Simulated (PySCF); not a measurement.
# SnTe+: from the state search to spectroscopic constants

One job finds the state of SnTe+, follows it along the bond with each method and fits the curves.

Program: PySCF 2.14.0. Level of theory: Sn cc-pVDZ-PP with ECP28, Te cc-pVDZ-PP with ECP28, scalar-relativistic core potentials. These are calculated values, not measurements.

## 1. The job

The job is set up so:

* atoms: Sn, Te
* charge: 1
* basis: Sn cc-pVDZ-PP with ECP28, Te cc-pVDZ-PP with ECP28
* Hamiltonian: scalar-relativistic core potentials
* basis functions: 46
* electrons treated: 45
* masses in u: 119.9022, 129.9062
* levels: PBE0, PBE, r²SCAN, M06-2X, BP86, B97-3, CAM-B3LYP, HF, MP2, SCS-MP2, CCSD, CCSD(T)
* grid: 80 radial by 434 angular points
* occupations: held fixed by the projection of orbital angular momentum
* dissociation limit: Sn+ + Te, each in its ground configuration
* starting distance in angstrom: 2.770
* values of 2S to try: 1, 3

After the search, every level is run at each distance in turn; below they are sorted by level.

## 2. Which determinant to follow

Unrestricted PBE0 solutions at 2.770 Å, counted from the lowest. The search isn't exhaustive.

| 2Ms+1 | unpaired | term | E (eV) | ⟨S²⟩ | ⟨Lz²⟩ | μ (D) |
| --- | --- | --- | --- | --- | --- | --- |
| 2 | π ↑ | ²Π | 0.00 | 0.76 | 1.01 | -3.57 |
| 2 | σ ↑ | ²Σ⁺ | 0.88 | 0.76 | 0.00 | -4.28 |
| 4 | π ↑↑↑ | ⁴Π | 1.72 | 3.76 | 1.00 | 0.21 |
| 4 | σ ↑, π ↑↑ | not assigned | 2.10 | 3.76 | 2.01 | -1.70 |
| 2 | π ↑↑↓ | not assigned | 2.11 | 1.76 | 3.02 | 0.19 |
| 4 | σ ↑, π ↑↑ | not assigned | 2.34 | 3.76 | 2.01 | -2.01 |
| 2 | σ ↓, π ↑↑ | not assigned | 2.56 | 1.77 | 2.01 | -1.59 |
| 4 | σ ↑, π ↑↑ | ⁴Σ⁻ | 4.05 | 3.75 | 0.00 | -0.68 |

A term symbol stands only where ⟨S²⟩ and ⟨Lz²⟩ are near those of a pure state. A positive dipole points from Sn to Te; in an ion it is taken about the centre of mass and does not tell which atom is negative.

Followed over a short scan are these candidates:

| 2Ms+1 | unpaired | R at minimum (Å) | energy at minimum (eV) |
| --- | --- | --- | --- |
| 2 | π ↑ | 2.70 | 0.00 |
| 2 | σ ↑ | 2.55 | 0.64 |
| 4 | π ↑↑↑ | not bracketed | ≤ 1.45 |

The search made 8 SCF attempts at the starting distance; with the short scans it took 9 s of wall time (1 thread, shared host).

## 3. The PBE0 curve of the state that the search chose

State followed: ²Π (doublet), unpaired electrons π ↑. The scan is laid around 2.703 Å.

The SCF at the reference distance, 2.703 Å, printed:

```text
******** <class 'pyscf.dft.uks_symm.SymAdaptedUKS'> ********
method = SymAdaptedUKS
initial guess = minao
damping factor = 0
level_shift factor = 0
DIIS = <class 'pyscf.scf.diis.CDIIS'>
diis_start_cycle = 1
diis_space = 10
diis_damp = 0
SCF conv_tol = 1e-09
SCF conv_tol_grad = None
SCF max_cycles = 60
direct_scf = False
max_memory 909 MB (current use 263 MB)
number electrons alpha = 23  beta = 22
XC library pyscf.dft.libxc version 7.0.0
    S. Lehtola, C. Steigemann, M. J.T. Oliveira, and M. A.L. Marques.,  SoftwareX 7, 1–5 (2018)
XC functionals = PBE0
    C. Adamo and V. Barone.,  J. Chem. Phys. 110, 6158 (1999)
    M. Ernzerhof and G. E. Scuseria.,  J. Chem. Phys. 110, 5029 (1999)
small_rho_cutoff = 0
Overwritten attributes  get_jk get_k get_hcore get_occ get_j  of <class 'pyscf.dft.uks_symm.SymAdaptedUKS'>
Set gradient conv threshold to 3.16228e-05
init E= -482.094348684872
cycle= 1 E= -482.075731427686  delta_E= 0.0186  |g|= 0.015  |ddm|= 0.101
cycle= 2 E= -482.075460109398  delta_E= 0.000271  |g|= 0.0225  |ddm|= 0.129
cycle= 3 E= -482.075962600778  delta_E= -0.000502  |g|= 0.00503  |ddm|= 0.09
cycle= 4 E= -482.075987095469  delta_E= -2.45e-05  |g|= 0.000637  |ddm|= 0.0165
cycle= 5 E= -482.075988173195  delta_E= -1.08e-06  |g|= 0.000229  |ddm|= 0.00378
cycle= 6 E= -482.075988814129  delta_E= -6.41e-07  |g|= 0.000126  |ddm|= 0.00441
cycle= 7 E= -482.075989027562  delta_E= -2.13e-07  |g|= 2.55e-05  |ddm|= 0.00382
cycle= 8 E= -482.075989032694  delta_E= -5.13e-09  |g|= 8.75e-06  |ddm|= 0.000521
cycle= 9 E= -482.075989033008  delta_E= -3.15e-10  |g|= 2.73e-06  |ddm|= 0.000108
Extra cycle  E= -482.075989033003  delta_E= 5.23e-12  |g|= 4.68e-06  |ddm|= 2.84e-05
converged SCF energy = -482.075989033003  <S^2> = 0.76063128  2S+1 = 2.0106032
```

Points of the scan, energies from the lowest:

| R (Å) | E (eV) | μ (D) | Mulliken charge of Sn (e) | Mayer bond order | ⟨S²⟩ | HOMO (eV) | LUMO (eV) |
| --- | --- | --- | --- | --- | --- | --- | --- |
| 2.3246 | 1.1701 | -1.36 | 0.65 | 1.84 | 0.75 | -12.73 | -11.16 |
| 2.4327 | 0.5086 | -1.92 | 0.70 | 1.80 | 0.75 | -12.75 | -10.83 |
| 2.5408 | 0.1535 | -2.47 | 0.74 | 1.76 | 0.76 | -12.42 | -10.53 |
| 2.6219 | 0.0314 | -2.88 | 0.76 | 1.74 | 0.76 | -12.20 | -10.33 |
| 2.7030 | 0.0000 | -3.27 | 0.78 | 1.71 | 0.76 | -11.98 | -10.14 |
| 2.7841 | 0.0367 | -3.64 | 0.80 | 1.69 | 0.77 | -11.78 | -9.97 |
| 2.8922 | 0.1610 | -4.08 | 0.82 | 1.66 | 0.78 | -11.53 | -9.76 |
| 3.0274 | 0.3922 | -4.50 | 0.83 | 1.61 | 0.84 | -11.24 | -9.55 |
| 3.1895 | 0.7141 | -4.63 | 0.81 | 1.52 | 1.01 | -10.96 | -9.36 |
| 3.4058 | 1.1226 | -4.32 | 0.76 | 1.30 | 1.31 | -10.71 | -9.15 |

Fit: Re = 2.696 Å, ωe = 214.7 cm⁻¹, ωexe = 0.396 cm⁻¹, αe = 8.76e-05 cm⁻¹, Be = 0.03720 cm⁻¹, De = 2.86 eV, μ = -3.23 D.

Orbitals nearest the gap at 2.703 Å:

| spin | orbital | ε (eV) | filled | made of |
| --- | --- | --- | --- | --- |
| β | π | -35.10 | yes | Sn d 100 % |
| α | σ | -23.17 | yes | Te s 87 %, Sn s 8 % |
| β | σ | -22.24 | yes | Te s 82 %, Sn s 12 % |
| α | σ | -18.09 | yes | Sn s 79 %, Te s 11 %, Te p 10 % |
| β | σ | -17.92 | yes | Sn s 77 %, Te s 15 %, Te p 8 % |
| α | π | -13.23 | yes | Te p 89 %, Sn p 10 % |
| α | σ | -12.88 | yes | Te p 55 %, Sn p 32 %, Sn s 10 % |
| β | σ | -12.66 | yes | Te p 53 %, Sn p 35 %, Sn s 9 % |
| α | π | -12.36 | yes | Te p 84 %, Sn p 14 % |
| β | π | -11.98 | yes | Te p 76 %, Sn p 21 % |
| β | π | -10.14 | no | Te p 66 %, Sn p 33 % |
| α | π | -8.60 | no | Sn p 89 %, Te p 10 % |
| β | π | -8.30 | no | Sn p 78 %, Te p 22 % |
| α | π | -8.29 | no | Sn p 84 %, Te p 15 % |

Polarisability there: 110.9 bohr³ along the bond, 39.0 across it. Without diffuse functions these come out too small, above all across the bond.

## 4. Other states along the same grid

State 2: ²Σ⁺ (doublet), unpaired electrons σ ↑, an excited solution.

Output of the SCF at 2.703 Å:

```text
[... 13 set-up lines left out, the same as in an earlier log ...]
max_memory 909 MB (current use 309 MB)
[... 8 set-up lines left out, the same as in an earlier log ...]
init E= -482.072674374126
cycle= 1 E= -482.046799636273  delta_E= 0.0259  |g|= 0.0172  |ddm|= 0.0957
cycle= 2 E= -482.045438869151  delta_E= 0.00136  |g|= 0.0399  |ddm|= 0.172
cycle= 3 E= -482.04707301669  delta_E= -0.00163  |g|= 0.00791  |ddm|= 0.139
cycle= 4 E= -482.047132612964  delta_E= -5.96e-05  |g|= 0.000591  |ddm|= 0.0218
cycle= 5 E= -482.047134064106  delta_E= -1.45e-06  |g|= 0.000312  |ddm|= 0.00545
cycle= 6 E= -482.047134854662  delta_E= -7.91e-07  |g|= 0.000209  |ddm|= 0.0041
cycle= 7 E= -482.047135456047  delta_E= -6.01e-07  |g|= 0.000146  |ddm|= 0.00413
cycle= 8 E= -482.04713620038  delta_E= -7.44e-07  |g|= 4.11e-05  |ddm|= 0.00968
cycle= 9 E= -482.047136242004  delta_E= -4.16e-08  |g|= 1e-05  |ddm|= 0.00265
cycle= 10 E= -482.04713624234  delta_E= -3.36e-10  |g|= 2.33e-06  |ddm|= 0.000191
Extra cycle  E= -482.047136242317  delta_E= 2.23e-11  |g|= 5.54e-06  |ddm|= 2.52e-05
converged SCF energy = -482.047136242317  <S^2> = 0.75791728  2S+1 = 2.0079017
```

Re = 2.537 Å, ωe = 239.8 cm⁻¹, Be = 0.04202 cm⁻¹, μ = -3.48 D. Its minimum lies 0.64 eV above that of the lowest state.

State 3: ⁴Π (quartet), unpaired electrons π ↑↑↑, an excited solution.

Log of the SCF at 2.703 Å:

```text
[... 13 set-up lines left out, the same as in an earlier log ...]
max_memory 909 MB (current use 278 MB)
number electrons alpha = 24  beta = 21
[... 7 set-up lines left out, the same as in an earlier log ...]
init E= -482.010884851371
cycle= 1 E= -482.005200333698  delta_E= 0.00568  |g|= 0.00872  |ddm|= 0.106
cycle= 2 E= -482.005236177617  delta_E= -3.58e-05  |g|= 0.00722  |ddm|= 0.0692
cycle= 3 E= -482.005287718799  delta_E= -5.15e-05  |g|= 0.000779  |ddm|= 0.0323
cycle= 4 E= -482.005288116695  delta_E= -3.98e-07  |g|= 0.000125  |ddm|= 0.00263
cycle= 5 E= -482.005288137794  delta_E= -2.11e-08  |g|= 5.42e-05  |ddm|= 0.000703
cycle= 6 E= -482.005288140782  delta_E= -2.99e-09  |g|= 6.76e-06  |ddm|= 0.000223
cycle= 7 E= -482.005288140869  delta_E= -8.73e-11  |g|= 1.54e-06  |ddm|= 4.56e-05
Extra cycle  E= -482.005288140872  delta_E= -3.07e-12  |g|= 1.21e-06  |ddm|= 1.22e-05
converged SCF energy = -482.005288140872  <S^2> = 3.7573764  2S+1 = 4.0036865
```

Re = 3.132 Å, ωe = 119.0 cm⁻¹, ωexe = 0.345 cm⁻¹, αe = 9.95e-05 cm⁻¹, Be = 0.02756 cm⁻¹, μ = -1.13 D. Its minimum lies 1.42 eV above that of the lowest state.

Energy (eV) from the lowest point of the lowest state:

| R (Å) | lowest | state 2 | state 3 |
| --- | --- | --- | --- |
| 2.325 | 1.170 | 1.044 | 4.423 |
| 2.433 | 0.509 | 0.721 | 3.348 |
| 2.541 | 0.153 | 0.638 | 2.606 |
| 2.622 | 0.031 | 0.682 | 2.212 |
| 2.703 | 0.000 | 0.785 | 1.924 |
| 2.784 | 0.037 | 0.930 | 1.719 |
| 2.892 | 0.161 | 1.162 | 1.544 |
| 3.027 | 0.392 | 1.469 | 1.440 |
| 3.189 | 0.714 | 1.810 | 1.425 |
| 3.406 | 1.123 | 2.183 | 1.510 |

## 5. PBE

Output of the SCF at 2.703 Å:

```text
[... 17 set-up lines left out, the same as in an earlier log ...]
XC functionals = PBE
    J. P. Perdew, K. Burke, and M. Ernzerhof.,  Phys. Rev. Lett. 77, 3865 (1996)
    J. P. Perdew, K. Burke, and M. Ernzerhof.,  Phys. Rev. Lett. 78, 1396 (1997)
    J. P. Perdew, K. Burke, and M. Ernzerhof.,  Phys. Rev. Lett. 77, 3865 (1996)
    J. P. Perdew, K. Burke, and M. Ernzerhof.,  Phys. Rev. Lett. 78, 1396 (1997)
[... 2 set-up lines left out, the same as in an earlier log ...]
init E= -482.054470106988
cycle= 1 E= -482.053843323214  delta_E= 0.000627  |g|= 0.0448  |ddm|= 0.303
cycle= 2 E= -482.032286092063  delta_E= 0.0216  |g|= 0.141  |ddm|= 0.666
cycle= 3 E= -482.056201421867  delta_E= -0.0239  |g|= 0.00351  |ddm|= 0.51
cycle= 4 E= -482.056209744678  delta_E= -8.32e-06  |g|= 0.00153  |ddm|= 0.0161
cycle= 5 E= -482.05621222213  delta_E= -2.48e-06  |g|= 0.000424  |ddm|= 0.00488
cycle= 6 E= -482.056212454462  delta_E= -2.32e-07  |g|= 5.05e-05  |ddm|= 0.00159
cycle= 7 E= -482.056212465229  delta_E= -1.08e-08  |g|= 5.58e-05  |ddm|= 0.000825
cycle= 8 E= -482.056212470026  delta_E= -4.8e-09  |g|= 8.32e-06  |ddm|= 0.000274
cycle= 9 E= -482.056212470264  delta_E= -2.37e-10  |g|= 6.53e-07  |ddm|= 0.00012
Extra cycle  E= -482.056212470259  delta_E= 4.55e-12  |g|= 2.08e-06  |ddm|= 9.37e-06
converged SCF energy = -482.056212470259  <S^2> = 0.75674515  2S+1 = 2.0067338
```

Re = 2.729 Å, ωe = 202.9 cm⁻¹, ωexe = 0.382 cm⁻¹, αe = 8.98e-05 cm⁻¹, Be = 0.03630 cm⁻¹, De = 3.17 eV, μ = -2.97 D.

## 6. r²SCAN

The SCF at the reference distance, 2.703 Å, printed:

```text
[... 17 set-up lines left out, the same as in an earlier log ...]
XC functionals = R2SCAN
    J. W. Furness, A. D. Kaplan, J. Ning, J. P. Perdew, and J. Sun.,  J. Phys. Chem. Lett. 11, 8208-8215 (2020)
    J. W. Furness, A. D. Kaplan, J. Ning, J. P. Perdew, and J. Sun.,  J. Phys. Chem. Lett. 11, 9248-9248 (2020)
    J. W. Furness, A. D. Kaplan, J. Ning, J. P. Perdew, and J. Sun.,  J. Phys. Chem. Lett. 11, 8208-8215 (2020)
    J. W. Furness, A. D. Kaplan, J. Ning, J. P. Perdew, and J. Sun.,  J. Phys. Chem. Lett. 11, 9248-9248 (2020)
[... 2 set-up lines left out, the same as in an earlier log ...]
init E= -482.239355180983
cycle= 1 E= -482.239743629986  delta_E= -0.000388  |g|= 0.0203  |ddm|= 0.236
cycle= 2 E= -482.235907484003  delta_E= 0.00384  |g|= 0.0613  |ddm|= 0.297
cycle= 3 E= -482.24021853332  delta_E= -0.00431  |g|= 0.00204  |ddm|= 0.226
cycle= 4 E= -482.240222472569  delta_E= -3.94e-06  |g|= 0.000517  |ddm|= 0.00777
cycle= 5 E= -482.240223303926  delta_E= -8.31e-07  |g|= 0.000366  |ddm|= 0.00447
cycle= 6 E= -482.240223943974  delta_E= -6.4e-07  |g|= 0.000115  |ddm|= 0.00497
cycle= 7 E= -482.240224078732  delta_E= -1.35e-07  |g|= 2.09e-05  |ddm|= 0.00351
cycle= 8 E= -482.240224079805  delta_E= -1.07e-09  |g|= 8.67e-06  |ddm|= 0.000253
cycle= 9 E= -482.240224079931  delta_E= -1.26e-10  |g|= 1.03e-06  |ddm|= 6.25e-05
Extra cycle  E= -482.240224079933  delta_E= -2.05e-12  |g|= 1.2e-06  |ddm|= 9.06e-06
converged SCF energy = -482.240224079933  <S^2> = 0.76728521  2S+1 = 2.0172112
```

Re = 2.706 Å, ωe = 209.7 cm⁻¹, ωexe = 0.446 cm⁻¹, αe = 9.28e-05 cm⁻¹, Be = 0.03692 cm⁻¹, De = 2.95 eV, μ = -3.06 D. 12 s of CPU time for 12 points, integrals apart.

## 7. M06-2X

Output of the SCF at 2.703 Å:

```text
[... 13 set-up lines left out, the same as in an earlier log ...]
max_memory 909 MB (current use 287 MB)
[... 3 set-up lines left out, the same as in an earlier log ...]
XC functionals = M062X
    Y. Zhao and D. G. Truhlar.,  Theor. Chem. Acc. 120, 215 (2008)
    Y. Zhao and D. G. Truhlar.,  Theor. Chem. Acc. 120, 215 (2008)
[... 2 set-up lines left out, the same as in an earlier log ...]
init E= -481.911520942233
cycle= 1 E= -481.916222572226  delta_E= -0.0047  |g|= 0.0268  |ddm|= 0.412
cycle= 2 E= -481.916101641981  delta_E= 0.000121  |g|= 0.0305  |ddm|= 0.174
cycle= 3 E= -481.917018582757  delta_E= -0.000917  |g|= 0.0024  |ddm|= 0.0999
cycle= 4 E= -481.917029232839  delta_E= -1.07e-05  |g|= 0.00105  |ddm|= 0.0142
cycle= 5 E= -481.917032027008  delta_E= -2.79e-06  |g|= 0.000467  |ddm|= 0.00725
cycle= 6 E= -481.917033118581  delta_E= -1.09e-06  |g|= 0.000232  |ddm|= 0.00579
cycle= 7 E= -481.917033433405  delta_E= -3.15e-07  |g|= 0.000112  |ddm|= 0.00321
cycle= 8 E= -481.91703353922  delta_E= -1.06e-07  |g|= 2.72e-05  |ddm|= 0.00259
cycle= 9 E= -481.917033544953  delta_E= -5.73e-09  |g|= 1.45e-05  |ddm|= 0.00046
cycle= 10 E= -481.917033546335  delta_E= -1.38e-09  |g|= 5.81e-06  |ddm|= 0.000191
cycle= 11 E= -481.917033546715  delta_E= -3.8e-10  |g|= 1.39e-06  |ddm|= 0.00013
Extra cycle  E= -481.917033546723  delta_E= -8.75e-12  |g|= 8.91e-07  |ddm|= 9.99e-06
converged SCF energy = -481.917033546723  <S^2> = 0.765861  2S+1 = 2.0157986
```

Re = 2.704 Å, ωe = 214.6 cm⁻¹, ωexe = 0.381 cm⁻¹, αe = 8.52e-05 cm⁻¹, Be = 0.03697 cm⁻¹, De = 2.15 eV, μ = -3.92 D. 45 s of CPU time for 12 points, integrals apart.

[end of part 1 of 2]
